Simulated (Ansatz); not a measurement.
# BFH₅NOSSi: a ladder of functionals and wavefunction methods

How much do the methods differ for BFH₅NOSSi? The plan is to run it at one geometry with functionals of several rungs and with coupled cluster, and see how far each lands from CCSD(T) at the basis-set limit for the atomisation energy.

Program: Ansatz 0.2.0, Gaussian basis. Level of theory: functionals in def2-TZVPP, the program's frozen cores in correlated methods. These are calculated values, not measurements.

Plan: LDA (SPW92), PBE-D4, revPBE-D4, BLYP-D4, r2SCAN-D4, B97M-V, PBE0-D4, B3LYP-D4, r2SCANh-D4, r2SCAN0-D4, HSE06-D4, BHLYP-D4, CAM-B3LYP-D4, LC-ωPBE, ωB97X-V, ωB97M-V, B2PLYP, PBE-QIDH; CCSD(T)/def2-SVP; CCSD(T)/def2-TZVPP; MP2/def2-QZVPP; extrapolation to the limit; RPA on PBE.

## (1) Structure used throughout

The geometry comes from an earlier relaxation with PBE0-D4 in a triple-zeta def2 set; it is a stationary point, not always the lowest conformer.

SMILES `BS[Si](N)(O)F`, 11 atoms, charge 0, spin multiplicity 1.

Atoms are counted from 1 here; the program's logs count them from 0.

Bond lengths: B1–S2 1.772 Å, B1–H7 1.192 Å, B1–H8 1.197 Å, S2–Si3 2.157 Å, Si3–N4 1.680 Å, Si3–O5 1.622 Å, Si3–F6 1.590 Å, N4–H9 1.005 Å, N4–H10 1.005 Å, O5–H11 0.959 Å. Angles: S2–B1–H7 117.3°, S2–B1–H8 122.0°, H7–B1–H8 120.7°, B1–S2–Si3 101.2°, S2–Si3–N4 113.6°, S2–Si3–O5 110.5°, S2–Si3–F6 105.1°, N4–Si3–O5 107.9°, N4–Si3–F6 107.3°, O5–Si3–F6 112.5°, Si3–N4–H9 122.6°, Si3–N4–H10 122.4°, H9–N4–H10 113.4°, Si3–O5–H11 117.2°.

## (2) LDA

This LDA is Slater exchange with PW92 correlation.

in.yaml reads:

```yaml
crystal:
  periodic: [false, false, false]
  atoms:
    - {symbol: B, position_ang: [-0.181089, -2.306458, 0.427425]}
    - {symbol: S, position_ang: [0.727976, -0.937524, 1.090622]}
    - {symbol: Si, position_ang: [-0.145951, 0.710062, 0.007654]}
    - {symbol: N, position_ang: [0.692171, 2.154715, 0.189546]}
    - {symbol: O, position_ang: [-0.218299, 0.372124, -1.577454]}
    - {symbol: F, position_ang: [-1.584664, 0.912899, 0.652559]}
    - {symbol: H, position_ang: [0.065834, -3.388564, 0.861233]}
    - {symbol: H, position_ang: [-1.001454, -2.165003, -0.432314]}
    - {symbol: H, position_ang: [0.572662, 2.753663, 0.987256]}
    - {symbol: H, position_ang: [1.501427, 2.380411, -0.361483]}
    - {symbol: H, position_ang: [-0.363312, -0.543226, -1.824446]}
basis:
  gaussian: {orbitals: def2-TZVPP}
hamiltonian: {xc: lda}
output: {orbitals: {seedname: orbitals}}
```

Further steps of the session: PBE-D4 (GGA); revPBE-D4 (GGA); BLYP-D4 (GGA); r2SCAN-D4 (meta-GGA); B97M-V (meta-GGA); PBE0-D4 (hybrid); B3LYP-D4 (hybrid); r2SCANh-D4 (hybrid); r2SCAN0-D4 (hybrid); HSE06-D4 (hybrid); BHLYP-D4 (hybrid); CAM-B3LYP-D4 (range-separated); LC-ωPBE (range-separated); ωB97X-V (range-separated); ωB97M-V (range-separated); B2PLYP (double hybrid); PBE-QIDH (double hybrid); CCSD(T) in def2-SVP; CCSD(T) in def2-TZVPP; MP2 in def2-QZVPP; RPA on PBE orbitals.

Before running them: what should the planned runs give, taken together? Wanted: atomisation energy, CCSD(T)/CBS; farthest beyond LDA; mean size of error, GGA; mean size of error, meta-GGA; mean size of error, hybrid; mean size of error, range-separated; mean size of error, double hybrid; gap, smallest and largest; T1 diagnostic.

As calculated:

| quantity | value |
| --- | --- |
| atomisation energy, CCSD(T)/CBS | 1004.9 kcal/mol |
| functionals within 5.0 kcal/mol (0.5 %) | BLYP-D4, r2SCAN-D4, B97M-V, B3LYP-D4, CAM-B3LYP-D4, ωB97X-V, ωB97M-V |
| farthest beyond LDA | BHLYP-D4 (-34.1 kcal/mol) |
| mean size of error, GGA | 9.9 kcal/mol |
| mean size of error, meta-GGA | 2.5 kcal/mol |
| mean size of error, hybrid | 12.3 kcal/mol |
| mean size of error, range-separated | 4.6 kcal/mol |
| mean size of error, double hybrid | 12.7 kcal/mol |
| gap, smallest and largest | 4.04 eV (LDA (SPW92)), 11.46 eV (LC-ωPBE) |
| T1 diagnostic | 0.0132 |
| triples share of the correlation energy | 3.7 % |

LDA overbinds by 144.7 kcal/mol (14 %). PBE-D4 misses by +14.0 kcal/mol. Double hybrids carry the basis error of their MP2 part in triple zeta, and no dispersion term here, so their miss is partly the set-up's. The rungs meta-GGA, range-separated miss on average by less than the doubt on the reference (5.0 kcal/mol), so they tie. Misses under about 5.0 kcal/mol are within the doubt on the reference itself, which lacks core-valence correlation, relativity and higher excitations. Hartree-Fock recovers 72 % of the binding; the rest is correlation. CCSD(T) in def2-SVP is off by -85.6 kcal/mol, worse than the median functional, from the basis alone. Orbital gaps span 4.0 to 11.5 eV; exact exchange widens them.
